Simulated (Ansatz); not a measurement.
# C2H9InS: up Jacob's ladder to CCSD(T)

An exercise on one series of results from a longer session: the logs are not shown, and one member is left open.

The runs use Ansatz 0.2.0, Gaussian basis; functionals in def2-TZVPP, the program's frozen cores in correlated methods.

Levels to be run: LDA (SPW92), PBE-D4, revPBE-D4, BLYP-D4, r2SCAN-D4, B97M-V, PBE0-D4, B3LYP-D4, r2SCANh-D4, r2SCAN0-D4, HSE06-D4, BHLYP-D4, CAM-B3LYP-D4, LC-ωPBE, ωB97X-V, ωB97M-V, B2PLYP, PBE-QIDH; CCSD(T)/def2-SVP; CCSD(T)/def2-TZVPP; MP2/def2-QZVPP; extrapolation to the limit; RPA on PBE.

## Structure used throughout

The geometry comes from an earlier relaxation with PBE0-D4 in a triple-zeta def2 set; it is a stationary point, not always the lowest conformer. In takes the def2 core potential; no spin-orbit term is included.

SMILES `C[S+](C)[InH3-]`, 13 atoms, charge 0, spin multiplicity 1.

Atoms are counted from 1 here; the program's logs count them from 0.

Bond lengths: C1–S2 1.796 Å, C1–H5 1.090 Å, C1–H6 1.091 Å, C1–H7 1.090 Å, S2–C3 1.796 Å, S2–In4 2.745 Å, C3–H8 1.090 Å, C3–H9 1.091 Å, C3–H10 1.090 Å, In4–H11 1.738 Å, In4–H12 1.728 Å, In4–H13 1.738 Å. Angles: S2–C1–H5 107.0°, S2–C1–H6 109.9°, S2–C1–H7 110.7°, H5–C1–H6 109.5°, H5–C1–H7 108.9°, H6–C1–H7 110.9°, C1–S2–C3 100.5°, C1–S2–In4 100.9°, C3–S2–In4 100.9°, S2–C3–H8 107.0°, S2–C3–H9 109.9°, S2–C3–H10 110.7°, H8–C3–H9 109.5°, H8–C3–H10 108.9°, H9–C3–H10 110.9°, S2–In4–H11 94.0°, S2–In4–H12 100.4°, S2–In4–H13 93.9° and more.

Coordinates:

```xyz
13
C2H9InS
C    -0.46706    1.56265   -0.56195
S    -0.68859    0.28622    0.68166
C     0.94627    0.26363    1.42438
In   -0.58370   -1.97410   -0.87268
H    -1.39971    1.62746   -1.12140
H    -0.26549    2.51944   -0.07906
H     0.33737    1.29711   -1.24780
H     0.94467   -0.52704    2.17396
H     1.14757    1.22095    1.90631
H     1.70625    0.03824    0.67630
H    -0.58848   -1.09079   -2.36942
H    -2.02288   -2.77700   -0.35386
H     0.95418   -2.48165   -0.24174
```

Set-up of the first run:

in.yaml

```yaml
crystal:
  periodic: [false, false, false]
  atoms:
    - {symbol: C, position_ang: [-0.467057, 1.562652, -0.561949]}
    - {symbol: S, position_ang: [-0.688589, 0.286219, 0.681658]}
    - {symbol: C, position_ang: [0.946270, 0.263627, 1.424382]}
    - {symbol: In, position_ang: [-0.583700, -1.974104, -0.872683]}
    - {symbol: H, position_ang: [-1.399706, 1.627460, -1.121396]}
    - {symbol: H, position_ang: [-0.265491, 2.519435, -0.079062]}
    - {symbol: H, position_ang: [0.337367, 1.297108, -1.247799]}
    - {symbol: H, position_ang: [0.944671, -0.527043, 2.173965]}
    - {symbol: H, position_ang: [1.147566, 1.220948, 1.906315]}
    - {symbol: H, position_ang: [1.706249, 0.038243, 0.676299]}
    - {symbol: H, position_ang: [-0.588483, -1.090790, -2.369422]}
    - {symbol: H, position_ang: [-2.022883, -2.777000, -0.353865]}
    - {symbol: H, position_ang: [0.954185, -2.481655, -0.241744]}
basis:
  gaussian: {orbitals: def2-TZVPP}
hamiltonian: {xc: lda}
output: {orbitals: {seedname: orbitals}}
```

Among the steps run: LDA; PBE-D4 (GGA); revPBE-D4 (GGA); BLYP-D4 (GGA); r2SCAN-D4 (meta-GGA); B97M-V (meta-GGA); PBE0-D4 (hybrid); B3LYP-D4 (hybrid); r2SCANh-D4 (hybrid); r2SCAN0-D4 (hybrid); HSE06-D4 (hybrid); BHLYP-D4 (hybrid); CAM-B3LYP-D4 (range-separated); LC-ωPBE-D4 (range-separated; the results give it without D4); ωB97X-V (range-separated); ωB97M-V (range-separated); B2PLYP (double hybrid); PBE-QIDH (double hybrid).

One table of the session follows, with a row left open; its other results are not shown here.

It belongs to the step «Orbital energies across the functionals». 

| functional | HOMO (eV) | gap (eV) |
| --- | --- | --- |
| LDA (SPW92) | -6.32 | 5.12 |
| PBE-D4 | -6.23 | 5.30 |
| revPBE-D4 | -6.18 | 5.37 |
| BLYP-D4 | -6.13 | 5.28 |
| r2SCAN-D4 | -6.51 | 5.95 |
| B97M-V | -6.61 | 5.79 |
| PBE0-D4 | -7.39 | 7.17 |
| B3LYP-D4 | -7.22 | 6.77 |
| r2SCANh-D4 | -6.94 | 6.63 |
| r2SCAN0-D4 | -7.58 | 7.61 |
| HSE06-D4 | -6.99 | 6.43 |
| BHLYP-D4 | -8.50 | 8.93 |
| CAM-B3LYP-D4 | -8.76 | 9.31 |
| LC-ωPBE | -10.11 | 11.65 |
| ωB97X-V | -9.78 | 11.21 |
| ωB97M-V | ? | ? |

Estimate the missing values for ωB97M-V.

The run gave: HOMO (eV): -9.61; gap (eV): 10.66. In the column «HOMO (eV)» it lies between ωB97X-V (-9.78) and CAM-B3LYP-D4 (-8.76).
